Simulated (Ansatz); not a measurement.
# WSi2 (Si2W-type): a single-point run

Aim: a sound single-point run of WSi2 (Si2W-type). The structure is shown as the input types it.

Program: Ansatz 0.2.0. Level of theory: DFT PBE, spin-orbit coupling, plane waves, PAW. These are calculated values, not measurements.

### Step 1. The starting structure

It takes space group I4/mmm (No. 139, tetragonal). The conventional cell has a = 3.229 Å, b = 3.229 Å, c = 7.865 Å, α = 90.00°, β = 90.00°, γ = 90.00°. Si (site symmetry 4mm) has 5 Si at 2.60 to 2.64 Å and 5 W at 2.63 Å in its first shell of neighbours. Around W (site symmetry 4/mmm) lie 10 Si at 2.63 Å.

Structure file:

```cif
data_structure
_symmetry_space_group_name_H-M 'I4/mmm'
_symmetry_Int_Tables_number 139
_cell_length_a 3.2290
_cell_length_b 3.2290
_cell_length_c 7.8653
_cell_angle_alpha 90.000
_cell_angle_beta 90.000
_cell_angle_gamma 90.000
_cell_volume 82.01
loop_
_atom_site_label
_atom_site_type_symbol
_atom_site_symmetry_multiplicity
_atom_site_Wyckoff_symbol
_atom_site_fract_x
_atom_site_fract_y
_atom_site_fract_z
_atom_site_occupancy
Si1 Si 4 e 0.00000 0.00000 0.33449 1
W1 W 2 a 0.00000 0.00000 0.00000 1
```

### Step 2. The run

input.yaml reads:

```yaml
crystal:
  lattice:
    - [-1.6144971573, 1.6144971573, 3.9326574489]
    - [1.6144971573, -1.6144971573, 3.9326574489]
    - [1.6144971573, 1.6144971573, -3.9326574489]
  atoms:
    - { symbol: Si, position: [0.3344905554, 0.3344905554, 0.0] }
    - { symbol: Si, position: [0.6655094446, 0.6655094446, 0.0] }
    - { symbol: W, position: [0.0, 0.0, 0.0] }
basis:
  ecutwfc: 420
  ecutrho_ratio: 4
kpoints:
  mp_grid: { grid: [14, 14, 14] }
hamiltonian:
  xc: pbe
scf:
  occupations: { method: fixed }
  max_iter: 50
output:
  forces: true
  stress: true
magnetization:
  noncollinear: true
  spin_orbit: true
```

Command:

```console
$ ansatz run input.yaml --threads 4 --pin off --max-ram 7168MiB --backend cpu --events-out ev --progress --plain --runs-dir out
```

What happens when this is run?

The program finished normally, with warnings (band overlap at count, metallic iterate). Convergence says nothing about whether the input makes sense.

The suspect setting: scf.occupations.method is fixed; scf.occupations.width is missing. What could go wrong: fixed occupations where they can't hold. It still converged here, which does not make the setting sound.

Run again and compare: set scf.occupations.method to gaussian and scf.occupations.width to 0.05.
